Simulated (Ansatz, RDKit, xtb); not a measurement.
# C4H5BrGeO: ranking a sample of isomers

A sample of isomers of C4H5BrGeO is drawn. Aim: find which of them has the lowest free energy at 298.15 K, then its properties. The sample is small against all isomers, and the most stable one of this formula need not be in it.

The funnel: GFN2-xTB relaxations, single points with a density functional, relaxations at B3LYP-D3(BJ)/def2-SVP, harmonic vibrations (at GFN2-xTB), and a last energy at a higher level. All values are calculated.

## Step 1: Possible bonding patterns

Isomers were taken from a list of plausible structures; this is a sample, not all of them. That gives 9 candidates.

```csv
label,SMILES,spin
c008,C#C[C@@H]1C[O][Ge@H]1[Br],singlet
c062,O=[C]1CC(Br)=[CH][GeH2]1,singlet
c331,O=[C]1CC=[C](Br)[GeH2]1,singlet
c452,BrC1=[CH][GeH2][O]C=C1,singlet
c467,BrC1=C[O][GeH2][CH]=C1,singlet
c558,BrC1=CC=[CH][GeH2][O]1,singlet
c688,C#C[C@@H]1C[O][Ge@@H]1[Br],singlet
c893,O=C1[CH2][GeH2][CH]=C1Br,singlet
c925,O=[C]1C=C[CH2][Ge@@H]1[Br],singlet
```

Candidates are built by distance geometry, with a force field where one applies, in up to four conformers (letters a to d).

**Question.** With final energies at CCSD(T)/def2-SVP + MP2/def2-TZVPP - MP2/def2-SVP, which structure will this search put lowest in free energy, and by what margin?

| quantity | value |
| --- | --- |
| lowest structure found | O=[C]1C=C[CH2][Ge@@H]1[Br], singlet |
| next finalist | BrC1=[CH][GeH2][O]C=C1, singlet, 19.9 kcal/mol higher in G |
| share at equilibrium, among the finalists | 100.0 % |

`O=[C]1C=C[CH2][Ge@@H]1[Br]` comes out lowest. The margin of 19.9 kcal/mol over the next finalist is beyond the usual error of the last level; it says nothing of structures that weren't ranked. GFN2-xTB, HF/STO-3G, r2SCAN-D4/def2-SVP, B3LYP-D3(BJ)/def2-SVP, HF/def2-SVP and MP2/def2-SVP already put its bonding pattern lowest among the structures in one piece. The search is not exhaustive (a finite list of starts, one conformer a finalist), so a lower isomer can't be ruled out. Only 9 drawn patterns were tried, so whole families of isomers are missing, and the result ranks this sample alone. The lowest isomer need not be the one that is made and kept in a bottle, which depends on barriers.
